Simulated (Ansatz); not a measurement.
**AlGaHF (triplet): the correlation ladder, cc-pVDZ**

An exercise on one series of results from a longer session: the logs are not shown, and one member is left open.

Method: cc-pVDZ, core rule «outside noble gas», up to 20 orbitals frozen; program: Ansatz 0.2.0, Gaussian basis.

Plan: UHF; CCSD(T) on ROHF; CCSD(T) on UHF; BCCD(T) on ROHF; CISD as a restricted active space (open shells left free, so some higher excitations enter); CCSDT(Q) on ROHF; CCSDT(Q) on UHF.

18 further runs of the same task are left out: 7 that didn't finish, 11 set aside as unsound or not needed. Runs told in other sessions of the task aren't counted.

## The geometry

The geometry is a PBE0/def2-TZVP stationary point (not a proven minimum) of the parent state, kept for this charge and spin. No spin-orbit coupling is included. The filled d shell of Ga may be among the frozen orbitals whatever the setting's name suggests.

4 atoms, charge 0, spin multiplicity 3.

Atoms are counted from 1 here; the program's logs count them from 0.

Bond lengths: Al1–Ga2 2.702 Å, Al1–H4 1.753 Å, Ga2–F3 1.772 Å. Angles: Ga2–Al1–H4 52.2°, Al1–Ga2–F3 147.8°.

The first run:

The input, in.yaml:

```yaml
crystal:
  periodic: [false, false, false]
  atoms:
    - {symbol: Al, position_ang: [0.001288, 0.166682, 2.307639]}
    - {symbol: Ga, position_ang: [-0.000852, -0.220304, -0.366828]}
    - {symbol: F, position_ang: [0.001970, 0.498406, -1.986515]}
    - {symbol: H, position_ang: [-0.012687, 1.383044, 1.045013]}
basis:
  gaussian: {orbitals: cc-pVDZ}
magnetization: {spin_polarized: true, initial_magnetization: 2}
hamiltonian: {xc: hf}
output: {orbitals: {seedname: orbitals}}
```

On the command line:

```console
> ansatz run in.yaml --threads 1 --pin off --events-out ev --progress --plain --max-ram 2393MiB
```

Among the steps run: UHF; CCSD(T) on ROHF; CCSD(T) on UHF; BCCD(T) on ROHF; CISD as a restricted active space (open shells left free, so some higher excitations enter); CCSDT(Q) on ROHF; CCSDT(Q) on UHF.

One of the session's tables, all rows but one given; the rest of the session is left out.

```
   method  from UCCSDT(Q) (kJ/mol)
     ROHF                   +836.8
      UHF                   +831.0
     RMP2                    +91.0
     UMP2                    +89.4
    RCCSD                    +27.9
    UCCSD                    +27.7
 RCCSD(T)                     +6.6
 UCCSD(T)                     +6.6
  BCCD(T)                     +5.9
   RCCSDT                     +2.5
   UCCSDT                     +2.4
RCCSDT(Q)                        ?
UCCSDT(Q)                        0
```

Estimate the missing values for RCCSDT(Q).

As computed: from UCCSDT(Q) (kJ/mol): +0.5. In the column «from UCCSDT(Q) (kJ/mol)» it lies between UCCSDT(Q) (0) and UCCSDT (+2.4).

Not comparable, so not listed: CISD as a restricted active space (open shells left free, so some higher excitations enter) (they don't share determinant, frozen orbitals or solution with the rows shown, or repeat one).

Caveats from the session: Restricted and unrestricted rows rest on different reference determinants; a gap between their highest levels can come from leftover correlation error, from unlike frozen cores or from another state.
